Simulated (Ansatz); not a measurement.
# C2H8AlB: small, medium and large basis sets

One table from this session's results is given with a row withheld; the runs are named, their logs left out.

Program: Ansatz 0.2.0, Gaussian basis. Level of theory: one geometry, several basis sets. These are calculated values, not measurements.

Plan: PBE0-D4/def2-SVP; ωB97M-V/def2-SVP; PBE0-D4/def2-QZVPP; ωB97M-V/def2-QZVPP; the functionals' def2-TZVPP values are taken from earlier runs.

## Structure used throughout

All runs share one geometry, relaxed beforehand with PBE0-D4 in a triple-zeta def2 set.

SMILES `C[B](C)[AlH2]`, 12 atoms, charge 0, spin multiplicity 1.

Atoms are counted from 1 here; the program's logs count them from 0.

Bond lengths: C1–B2 1.568 Å, C1–H5 1.092 Å, C1–H6 1.103 Å, C1–H7 1.095 Å, B2–C3 1.568 Å, B2–Al4 2.142 Å, C3–H8 1.103 Å, C3–H9 1.092 Å, C3–H10 1.095 Å, Al4–H11 1.599 Å, Al4–H12 1.599 Å. Angles: B2–C1–H5 116.8°, B2–C1–H6 104.0°, B2–C1–H7 114.0°, H5–C1–H6 105.6°, H5–C1–H7 109.4°, H6–C1–H7 105.9°, C1–B2–C3 117.5°, C1–B2–Al4 121.2°, C3–B2–Al4 121.3°, B2–C3–H8 104.0°, B2–C3–H9 116.8°, B2–C3–H10 114.0°, H8–C3–H9 105.6°, H8–C3–H10 105.9°, H9–C3–H10 109.4°, B2–Al4–H11 122.1°, B2–Al4–H12 122.1°, H11–Al4–H12 115.9°.

Geometry (Å):

```
C     0.09432    1.39525   -0.72870
B     0.02279    0.01575    0.01254
C     0.89784   -0.16029    1.30123
Al   -1.22493   -1.56908   -0.70976
H    -0.09569    1.38646   -1.80423
H    -0.73046    1.97907   -0.28554
H     1.00844    1.96367   -0.52536
H     1.84023   -0.59472    0.92621
H     0.52968   -0.86066    2.05415
H     1.17310    0.78303    1.78544
H    -2.77089   -1.67835   -0.31730
H    -0.66754   -2.71534   -1.67477
```

Set-up of the first run:

in.yaml reads:

```yaml
crystal:
  periodic: [false, false, false]
  atoms:
    - {symbol: C, position_ang: [0.094320, 1.395250, -0.728701]}
    - {symbol: B, position_ang: [0.022795, 0.015752, 0.012539]}
    - {symbol: C, position_ang: [0.897836, -0.160291, 1.301234]}
    - {symbol: Al, position_ang: [-1.224930, -1.569082, -0.709760]}
    - {symbol: H, position_ang: [-0.095685, 1.386460, -1.804228]}
    - {symbol: H, position_ang: [-0.730458, 1.979071, -0.285544]}
    - {symbol: H, position_ang: [1.008444, 1.963673, -0.525361]}
    - {symbol: H, position_ang: [1.840232, -0.594722, 0.926209]}
    - {symbol: H, position_ang: [0.529678, -0.860656, 2.054147]}
    - {symbol: H, position_ang: [1.173097, 0.783033, 1.785436]}
    - {symbol: H, position_ang: [-2.770890, -1.678347, -0.317298]}
    - {symbol: H, position_ang: [-0.667538, -2.715343, -1.674773]}
basis:
  gaussian: {orbitals: def2-SVP}
hamiltonian: {xc: pbe0, dispersion: d4}
output: {orbitals: {seedname: orbitals}}
```

The run is started by

```console
$ ansatz run in.yaml --threads 2 --pin off --events-out ev --progress --plain --max-ram 4352MiB
```

Among the steps run: PBE0-D4 in def2-SVP; ωB97M-V in def2-SVP; PBE0-D4 in def2-QZVPP; ωB97M-V in def2-QZVPP.

One table of the session follows, with a row left open; its other results are not shown here.

It belongs to the step «Functionals by basis». 

| functional | basis | HOMO (eV) | LUMO (eV) |
| --- | --- | --- | --- |
| PBE0-D4 | def2-SVP | -6.71 | -1.36 |
| PBE0-D4 | def2-TZVPP | -6.74 | -1.41 |
| PBE0-D4 | def2-QZVPP | ? | ? |
| ωB97M-V | def2-SVP | -8.79 | 0.30 |
| ωB97M-V | def2-TZVPP | -8.84 | 0.15 |
| ωB97M-V | def2-QZVPP | -8.85 | -0.02 |

Estimate the missing values for PBE0-D4, def2-QZVPP.

As computed: HOMO (eV): -6.74; LUMO (eV): -1.44.
